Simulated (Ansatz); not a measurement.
# Ti2BN under changes of volume

One of the cells (11.425 Å³/atom); the others are scaled copies at fixed shape and fractional positions:

```
Ti B N
1.0
     3.00945    0.00000    0.00000
    -1.50473    2.60626    0.00000
     0.00000    0.00000    5.82634
Ti B N
2 1 1
Direct
  0.00000 0.00000 0.25656
  0.00000 0.00000 0.74344
  0.00000 0.00000 0.50000
  0.00000 0.00000 0.00000
```

The cell was built by a generator and needn't be a form met in nature.

| Quantity | Value |
| --- | --- |
| Program | Ansatz 0.2.0 |
| Functional | PBE |
| Potentials or basis | all-electron LAPW, scalar-relativistic |
| Cutoff | 676 eV (chosen from the basis error) |
| Basis error allowed | 0.001 eV/atom |
| k mesh | 10 × 10 × 5 |
| Occupations | fermi-dirac, width 0.05 eV |
| Spin | no spin polarisation |

| volume (Å³/atom) | energy over the lowest point (meV/atom) | pressure (GPa) | largest force (eV/Å) |
| --- | --- | --- | --- |
| 10.739 | 982.57 | 135.9 | 4.994 |
| 10.968 | 794.29 | 128.3 | 5.160 |
| 11.196 | 616.59 | 121.1 | 5.308 |
| 11.425 | 448.79 | 114.3 | 5.433 |
| 11.653 | 290.42 | 107.8 | 5.538 |
| 11.882 | ? | ? | ? |
| 12.110 | 0.00 | 96.0 | 5.710 |

Question: What does the run at 11.882 Å³/atom give?

Answer: Energy over the lowest point 141.03 meV/atom; pressure 101.7 GPa; largest force 5.629 eV/Å.

Worked out: A Birch-Murnaghan fit of order 3 (a polynomial in V^(-2/3)) to the other rows has no minimum within the range. It gives 140.65 meV/atom at 11.882 Å³/atom, against the run's 141.03, and -dE/dV = 101.8 GPa, against 101.7.

Energies are extrapolated to zero smearing.

Caveats: forces of over 1 eV/Å show positions far from the minimum, so gaps and moduli don't describe the material at rest.
